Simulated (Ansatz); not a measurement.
# Hf2Pd2Se2Br2O3 (P6mm) in Ansatz: further runs

The runs below take Hf2Pd2Se2Br2O3 through projected density of states, with PBE+U.

Program: Ansatz 0.2.0. These are calculated values, not measurements. Logs are shortened: lines on timing, memory, paths and dates and some standing lists are left out, and cuts for length are marked.

### 1 The structure

It takes space group P6mm (No. 183, hexagonal). The conventional cell has a = 5.759 Å, b = 5.759 Å, c = 8.525 Å, α = 90.00°, β = 90.00°, γ = 120.00°. Around Hf (site symmetry 3m) lie 3 O at 1.92 Å. Pd (site symmetry 3m) is surrounded by 1 Se at 2.33 Å. Se (site symmetry 3m) is surrounded by 1 Pd at 2.33 Å and 1 Hf at 2.67 Å. Around Br (site symmetry 6mm) lie 6 Pd at 3.33 Å and 6 O at 3.80 Å. Br (site symmetry 6mm) is surrounded by 6 O at 3.46 Å and 6 Hf at 3.46 Å and 6 Se at 3.74 Å. O (site symmetry 2mm) is surrounded by 2 Hf at 1.92 Å.

The cell was built by a generator and needn't be a form met in nature.

### 2 Projected density of states, PBE+U

The input, input.yaml:

```yaml
crystal:
  lattice:
    - [5.75899, 0.0, 0.0]
    - [-2.87949, 4.98743, 0.0]
    - [0.0, 0.0, 8.52547]
  atoms:
    - { symbol: Hf, position: [0.33333, 0.66667, 0.54201] }
    - { symbol: Hf, position: [0.66667, 0.33333, 0.54201] }
    - { symbol: Pd, position: [0.33333, 0.66667, 0.1288] }
    - { symbol: Pd, position: [0.66667, 0.33333, 0.1288] }
    - { symbol: Se, position: [0.33333, 0.66667, 0.85572] }
    - { symbol: Se, position: [0.66667, 0.33333, 0.85572] }
    - { symbol: Br, position: [0.0, 0.0, 0.13895] }
    - { symbol: Br, position: [0.0, 0.0, 0.65384] }
    - { symbol: O, position: [0.5, 0.0, 0.42963] }
    - { symbol: O, position: [0.0, 0.5, 0.42963] }
    - { symbol: O, position: [0.5, 0.5, 0.42963] }
hamiltonian:
  xc: pbe
  pseudopotentials: { kind: paw }
  hubbard:
    sites:
      - { species: Hf, l: d, u_eff: 2.0 }
      - { species: Pd, l: d, u_eff: 2.0 }
kpoints:
  mp_grid: { grid: [6, 6, 3] }
scf:
  occupations: { method: fermi_dirac, width: 0.05 }
  n_extra_bands: 27
output:
  forces: true
  stress: true
  eigenvalues: true
  dos: { projected: true, de: 0.05, nscf_kmesh: { grid: [9, 9, 5] } }
```

Potentials or basis: Ansatz PAW.

Run with:

```bash
$ ansatz run input.yaml --threads 8 --pin off --max-ram 20480MiB --backend cpu --events-out ev --progress --plain --runs-dir out
```

Log:

```text
Warning: the atoms were moved onto the symmetric positions of the space group found under crystal.symmetry.tolerance 1.0e-5 (fractional; no operation is sought that the atoms, as they stand in a round, miss by more than twice it, and no atom is moved by as much as it), and the run uses the moved positions. Before a round's move an operation carried an atom to 5.76e-5 Å from where it should land, the largest such distance. Atom 0 (counting from 0) moved farthest, by 3.32e-5 Å; the longest move in fractions of the cell, of whichever atom, is 0.47 of the tolerance, in 1 round. To run the atoms as typed, lower crystal.symmetry.tolerance until the operations that they miss are no longer found, or set crystal.symmetry.detect: false (a key that needs symmetry detection or time reversal refuses this as the deck is read). The positions used, in the order of the run's atom list: position: [0.3333333333333333, 0.6666666666666666, 0.54201]; position: [0.6666666666666666, 0.3333333333333333, 0.54201]; position: [0.3333333333333333, 0.6666666666666666, 0.1288]; position: [0.6666666666666666, 0.3333333333333333, 0.1288]; position: [0.3333333333333333, 0.6666666666666666, 0.85572]; position: [0.6666666666666666, 0.3333333333333333, 0.85572]; position: [0.0, 0.0, 0.13895]; position: [0.0, 0.0, 0.65384]; position: [0.5, 0.0, 0.42963]; position: [0.0, 0.5, 0.42963]; position: [0.5, 0.5, 0.42963]; The lattice was moved too: crystal.lattice keeps the space group found at crystal.symmetry.tolerance 1.0e-5 only nearly: the operation that it misses by the most changes a squared length by the fraction 2.01e-6. The run uses the lattice that is a stretch of the typed one, with no rotation, onto the one that keeps every operation to a double's rounding (on a very oblique basis the stretch itself rounds by more); the deck's lattice vector that moved farthest moved by 3.04e-6 Å. To run the lattice as typed, set crystal.symmetry.tolerance under 4.32e-7, the least fraction by which an operation that the lattice misses changes a squared length (the same key also sets how far an atom may lie from its image, so lowering it can lose operations that the atoms keep only within it), or set crystal.symmetry.detect: false, as for the atoms. crystal.lattice made exact, in Å and degrees: [[5.758989053065217, -2.8867513457225407e-6, 0.0], [-2.879492026532608, 4.987432263446639, 0.0], [0.0, 0.0, 8.52547]]. Pasted over the deck's crystal.lattice, beside positions in fractional coordinates, it runs the same cell (given as lengths and angles, that cell in the form's own orientation, a rigid turn of the misfit's size from the one run here, for which a checkpoint.post_process_only pass over this run's state can be refused: where this run relaxes nothing, give such a pass this deck's own crystal.lattice, as typed; behind a relaxation, as crystal.lattice, the state's own cell, identity.cell in its checkpoint.json), and a matrix so pasted ends this notice, except on a very skew basis of the lattice, where the rounding of the pasted numbers themselves can read as a misfit: the cell is then moved again, and that move is told again. The lattice as run is in this notice's lattice.as_run_ang field (Run.prep()["deck_notices"] in Python, the deck_notice line of an events file, deck_notices of ansatz run --dry-run=json, or deck_notices in record.json in the deck's checkpoint.write directory).
Warning: RAYON_NUM_THREADS=8 ignored (pool sized by the plan → 8); use --threads N
[... 109 lines left out ...]
  k-point 2: bands = ["-74.7172", "-74.7162", "-54.4608", "-54.4408", "-40.8934", "-40.8910", "-40.3220", "-40.3209", "-40.3067", "-40.3056", "-39.9606", "-39.9605", "-39.9592", "-39.9591", "-39.9173", "-39.9172", "-39.9167", "-39.9167", "-39.9049", "-39.9037", "-23.5926", "-23.5708", "-23.3745", "-23.2399", "-23.1816", "-23.1612", "-10.2860", "-9.7878", "-9.7597", "-6.2289", "-5.3710", "-5.1212", "-4.4531", "-4.3636", "-4.3620", "-4.3379", "-4.3346", "-4.3318", "-4.3216", "-4.3145", "-4.3110", "-4.3099", "-4.2949", "-4.2549", "-4.2517", "-4.2409", "-4.1692", "2.7556", "3.0551", "3.1162", "3.1491", "3.5088", "3.5140", "3.5892", "3.9806", "3.9881", "4.2039", "4.6175", "4.6500", "5.2272", "5.3109", "5.3823", "5.4687", "5.7272", "5.8490", "5.9745", "6.1268", "6.2665", "6.3325", "6.5253", "6.5322", "6.5781", "7.2343", "7.5708", "7.6583", "7.8934", "7.9622", "8.2609", "9.6913", "10.2735", "10.3544", "11.7445", "12.2436", "12.8015", "12.9798", "13.4380", "13.5202", "13.6921", "13.8001", "13.9729", "14.3662", "14.3798", "15.3084", "15.5286", "15.7373", "16.3737", "16.5367", "16.9760", "17.6340", "17.6655", "18.0499", "18.2529", "18.3117"]
  k-point 13: bands = ["-74.7170", "-74.7170", "-54.4499", "-54.4499", "-40.8921", "-40.8921", "-40.3229", "-40.3137", "-40.3137", "-40.3044", "-39.9610", "-39.9598", "-39.9598", "-39.9586", "-39.9173", "-39.9170", "-39.9170", "-39.9167", "-39.9044", "-39.9044", "-23.6137", "-23.4338", "-23.4338", "-23.2536", "-23.2536", "-23.1426", "-10.0203", "-10.0203", "-9.7759", "-6.1713", "-5.3336", "-4.8125", "-4.8125", "-4.3612", "-4.3612", "-4.3528", "-4.3332", "-4.3190", "-4.3190", "-4.3145", "-4.3145", "-4.3073", "-4.2993", "-4.2993", "-4.2657", "-4.2405", "-4.2405", "2.6380", "2.6380", "3.0969", "3.2742", "3.2996", "3.2996", "4.0097", "4.0720", "4.0720", "4.4767", "4.4767", "4.8561", "5.0645", "5.0645", "5.6111", "5.6111", "5.9561", "5.9802", "6.0051", "6.0051", "6.1802", "6.2159", "6.2159", "6.6023", "6.9571", "7.2009", "7.4236", "7.4236", "7.9351", "7.9351", "8.6099", "10.0589", "11.5644", "11.5644", "11.8361", "11.8361", "12.2140", "12.4821", "12.6925", "12.6925", "13.3792", "13.4489", "13.4489", "14.3679", "14.3679", "15.0230", "15.5440", "16.5675", "16.5675", "17.0770", "17.2301", "17.2301", "17.7501", "17.7501", "18.1649", "18.1649"]
Occupation matrices written to <dir>
```

Run time: 30 s. Hardware: 8 threads of Arm Neoverse V1, shared host; peak memory 2.3 GiB.

Results:

```
Free energy                          : -63595.2646 eV
Pressure                             : 0.7 GPa
Largest force                        : 0.283 eV/Å
Band gap on the k mesh               : none (metal or under the smearing width)
Density of states at the Fermi level : 15.87 states/eV per cell
```

Forces on the atoms (eV/Å):
```
Hf   0.000  0.000 -0.283
Hf   0.000  0.000 -0.283
Pd   0.000  0.000  0.021
Pd   0.000  0.000  0.021
Se   0.000  0.000  0.192
Se   0.000  0.000  0.192
Br   0.000  0.000 -0.069
Br   0.000  0.000  0.075
O    0.000  0.000  0.044
O    0.000  0.000  0.044
O    0.000  0.000  0.044
```

Levels at points of the mesh, in eV from the Fermi level:
```
            k point  band 73  band 74  band 75  band 76  band 77  band 78  band 79  band 80
 (0.00, 0.00, 0.00)    -0.64    -0.08    -0.08     0.07     0.41     0.41     1.40     2.26
(0.00, -0.50, 0.00)    -0.80    -0.65    -0.39    -0.20     0.07     0.44     2.78     2.85
```

States per cell in windows of 1 eV (zero at the Fermi level; states under -8 eV left out):
| from (eV) | total | Pd 4d | Hf 5d | O 2p | Br 4p | Se 4p | Hf 6s |
| --- | --- | --- | --- | --- | --- | --- | --- |
| -8.0 | 0.00 | 0.00 | 0.00 | 0.00 | 0.00 | 0.00 | 0.00 |
| -7.0 | 0.00 | 0.00 | 0.00 | 0.00 | 0.00 | 0.00 | 0.00 |
| -6.0 | 3.61 | 0.22 | 0.49 | 1.77 | 0.15 | 0.56 | 0.29 |
| -5.0 | 10.65 | 0.48 | 2.18 | 5.91 | 0.47 | 1.19 | 0.12 |
| -4.0 | 9.70 | 1.52 | 0.61 | 3.54 | 0.75 | 2.99 | 0.04 |
| -3.0 | 11.81 | 4.43 | 0.22 | 2.37 | 3.69 | 0.85 | 0.04 |
| -2.0 | 13.33 | 8.62 | 0.15 | 0.51 | 2.66 | 1.17 | 0.02 |
| -1.0 | 9.22 | 3.43 | 0.17 | 0.13 | 3.30 | 1.91 | 0.04 |
| 0.0 | 3.67 | 0.95 | 0.11 | 0.06 | 0.35 | 2.09 | 0.02 |
| 1.0 | 0.17 | 0.00 | 0.01 | 0.00 | 0.01 | 0.01 | 0.05 |
| 2.0 | 4.25 | 0.05 | 2.04 | 0.24 | 0.09 | 0.25 | 0.22 |
| 3.0 | 3.62 | 0.03 | 1.62 | 0.24 | 0.10 | 0.14 | 0.27 |
| 4.0 | 6.56 | 0.02 | 3.84 | 0.67 | 0.07 | 0.15 | 0.31 |
| 5.0 | 7.73 | 0.02 | 3.56 | 0.83 | 0.17 | 0.18 | 0.47 |
| 6.0 | 5.76 | 0.02 | 1.70 | 0.54 | 0.10 | 0.16 | 0.56 |
| 7.0 | 4.53 | 0.01 | 0.66 | 0.19 | 0.01 | 0.05 | 0.33 |

Eigenvalues of the final occupation matrices:
| site | spin | trace | eigenvalues |
| --- | --- | --- | --- |
| site 1 | 1 | 1.17 | 0.20 0.20 0.23 0.26 0.26 |
| site 2 | 1 | 1.17 | 0.20 0.20 0.23 0.26 0.26 |
| site 3 | 1 | 4.67 | 0.82 0.94 0.94 0.98 0.98 |
| site 4 | 1 | 4.67 | 0.82 0.94 0.94 0.98 0.98 |

Caveat: U without spin polarisation on a metal has little footing. Spin-orbit coupling is left out, which matters for the levels of Hf.

### 3 Projected density of states, PBE+U

Changes to input.yaml since step 2:

```diff
@@ -22,4 +22,4 @@
     sites:
-      - { species: Hf, l: d, u_eff: 2.0 }
-      - { species: Pd, l: d, u_eff: 2.0 }
+      - { species: Hf, l: d, u_eff: 4.0 }
+      - { species: Pd, l: d, u_eff: 4.0 }
 kpoints:
```

Potentials or basis: Ansatz PAW.

Run with:

```bash
$ ansatz run input.yaml --threads 8 --pin off --max-ram 20480MiB --backend cpu --events-out ev --progress --plain --runs-dir out
```

Wall time 30 s (8 threads of Arm Neoverse V1, shared host); peak memory 2.3 GiB.

The run converged. Its results:

| Property | Result |
| --- | --- |
| Free energy | -63590.6869 eV |
| Pressure | 1.7 GPa |
| Largest force | 0.523 eV/Å |
| Band gap on the k mesh | none (metal or under the smearing width) |
| Density of states at the Fermi level | 14.69 states/eV per cell |

Forces in eV/Å, atoms in the order of the input:
```
Hf   0.000  0.000 -0.523
Hf   0.000  0.000 -0.523
Pd   0.000  0.000  0.149
Pd   0.000  0.000  0.149
Se   0.000  0.000  0.274
Se   0.000  0.000  0.274
Br   0.000  0.000 -0.118
Br   0.000  0.000  0.130
O    0.000  0.000  0.062
O    0.000  0.000  0.062
O    0.000  0.000  0.062
```

Stress tensor (GPa, compression positive):
```
1.46 0.00 0.00
0.00 1.46 0.00
0.00 0.00 2.20
```

Levels at points of the mesh, in eV from the Fermi level:
```csv
k point,band 72,band 73,band 74,band 75,band 76,band 77,band 78,band 79,band 80,band 81
"(0.00, 0.00, 0.00)",-1.69,-0.55,-0.16,-0.16,0.10,0.41,0.41,1.59,2.63,2.63
"(0.00, -0.50, 0.00)",-1.09,-0.80,-0.61,-0.39,-0.21,0.10,0.43,3.15,3.20,3.37
```

States per cell in windows of 1 eV (zero at the Fermi level; states under -8 eV left out):
```tsv
from (eV)	total	Pd 4d	Hf 5d	O 2p	Br 4p	Se 4p	Hf 6s
-8.0	0.00	0.00	0.00	0.00	0.00	0.00	0.00
-7.0	0.00	0.00	0.00	0.00	0.00	0.00	0.00
-6.0	0.87	0.08	0.10	0.35	0.04	0.18	0.09
-5.0	11.68	0.73	2.14	6.47	0.49	1.17	0.33
-4.0	10.66	2.11	0.77	3.60	0.79	3.07	0.03
-3.0	14.72	7.82	0.30	2.56	2.88	0.90	0.04
-2.0	11.97	5.99	0.15	1.21	3.08	1.29	0.02
-1.0	7.45	1.72	0.11	0.11	3.53	1.76	0.03
0.0	4.65	1.22	0.14	0.09	0.59	2.44	0.02
1.0	0.04	0.00	0.00	0.00	0.00	0.00	0.02
2.0	2.94	0.03	1.33	0.13	0.06	0.18	0.21
3.0	3.39	0.02	1.39	0.23	0.10	0.13	0.30
4.0	5.31	0.02	2.93	0.42	0.08	0.16	0.36
5.0	7.55	0.02	3.93	0.71	0.10	0.18	0.45
6.0	8.31	0.02	3.08	0.87	0.16	0.19	0.54
7.0	4.46	0.01	0.79	0.23	0.02	0.06	0.32
```

Eigenvalues of the final occupation matrices:
```
  site  spin  trace               eigenvalues
site 1     1   1.11  0.19 0.19 0.22 0.26 0.26
site 2     1   1.11  0.19 0.19 0.22 0.26 0.26
site 3     1   4.72  0.83 0.96 0.96 0.99 0.99
site 4     1   4.72  0.83 0.96 0.96 0.99 0.99
```

Caveat: U without spin polarisation on a metal has little footing.

(Part 1 of 2 ends here.)
